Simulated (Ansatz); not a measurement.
## RuRh, space group P-6m2: a comparison of norm-conserving and PAW potentials, step by step

Program: the Python package of Ansatz (0.2.0).

Notebook, run cell by cell (the value of a cell's last expression is shown):

**Cell 1**
```python
import ansatz as az
import numpy as np
from pymatgen.core import Lattice, Structure
from pymatgen.io.ase import AseAtomsAdaptor
```

**Cell 2**
```python
SETTINGS = {
    'kmesh': (12, 12, 7),
    'occupations': 'fermi_dirac',
    'smearing_width': 0.2,
    'max_scf': 80,
}
```

**Cell 3**
```python
def count_gap(report):
    # lowest empty less highest filled band, counting bands; zero where they overlap
    return max(report.get('gap_by_band_count_ev') or 0.0, 0.0)

pmg_structure = Structure(
    Lattice([[2.709415, 0.0, 0.0], [-1.354708, 2.346422, 0.0], [0.0, 0.0, 4.298368]]),
    ['Ru', 'Rh'],
    [
        [0.0, 0.0, 0.5],
        [2 / 3, 1 / 3, 0.0],
    ],
)
rurh = az.Crystal.from_ase(AseAtomsAdaptor.get_atoms(pmg_structure))
```

**Cell 4**
```python
rurh.resolved().tree()['lattice']
```
Output:
```text
((2.709415, 0.0, 0.0), (-1.354708, 2.346422, 0.0), (0.0, 0.0, 4.298368))
```

**Cell 5**
```python
calc = (
    rurh.calculation()
    .functional(az.Functional.PBESOL)
    .kpoints(*SETTINGS['kmesh'], center='gamma')
    .occupations(SETTINGS['occupations'], width=SETTINGS['smearing_width'])  # the run then minimises F = E - TS
    .scf(max_iterations=SETTINGS['max_scf'], self_checks='low')
    .stress()
    .forces()  # minus the gradient of the free energy
    .band_table()
)
variants = {
    'PAW': calc.pseudopotentials('paw'),
    'norm-conserving': calc.pseudopotentials('nc'),
}
# totals differ by the cores that each treatment holds, so compare what does not depend on them
rows = []
for label, variant in variants.items():
    report = variant.run(threads=1).report
    levels = np.array(report['eigenvalues_ev'][0]) - report['fermi_energy_ev']
    print(label, 'levels at the first k-point near E_F:', np.round(levels[np.abs(levels) < 5], 3))
    rows.append((label, report['n_electrons'], np.trace(report['stress_gpa']) / 3, count_gap(report)))
print('     treatment  electrons in bands           P GPa  gap by band count eV')
for row in rows:
    print(f'{str(row[0]):>14s}  {row[1]:18.1f}  {row[2]:14.3f}  {row[3]:20.3f}')
```
Output:
```text
DeckWarning: basis.ecutwfc = 420 eV, auto-derived from the records' recommended cutoffs: set by Ru (normal level)
PAW levels at the first k-point near E_F: [-3.048 -3.048 -2.821 -2.162 -2.162 -1.91  -1.91   0.657  0.657  0.908]
DeckWarning: basis.ecutwfc = 1197.300995 eV, auto-derived from the records' recommended cutoffs: set by Rh (normal level)
norm-conserving levels at the first k-point near E_F: [-3.048 -3.048 -2.823 -2.163 -2.163 -1.911 -1.911  0.657  0.657  0.901]
     treatment  electrons in bands           P GPa  gap by band count eV
           PAW                33.0          -4.299                 0.000
norm-conserving                33.0          -3.791                 0.000
```

PAW gives -4.299 GPa and norm-conserving -3.791 GPa, 0.51 GPa apart (a gap this large is an error of one set of files, which an all-electron run can settle). They took 3.6 and 26.1 s of processor time.

Reading the output:
- These settings explore the input space; cutoff and mesh may be short of convergence.
- The run is spin-unpolarised.
- For a metal this k-point mesh is coarse: on a finer one energies can move by several to tens of meV an atom and pressures by half a GPa or more, differences at one mesh by less.
- The smearing is wide enough that free energy and stress hold a thermal part of the electrons.
- A gap by band count of zero or less means overlapping bands, a metal, and at an odd count of electrons it is no gap at all.
- The structure comes from a database of computed cells and needn't be a stable or known phase.
- Levels are Kohn-Sham eigenvalues on this mesh, without spin-orbit coupling.
- Warnings are shown shortened and without file and line.
- Stress is positive in compression.
- It ran for 31 s on 1 thread of Arm Neoverse V1, with other jobs on the host, peak memory 0.58 GiB.
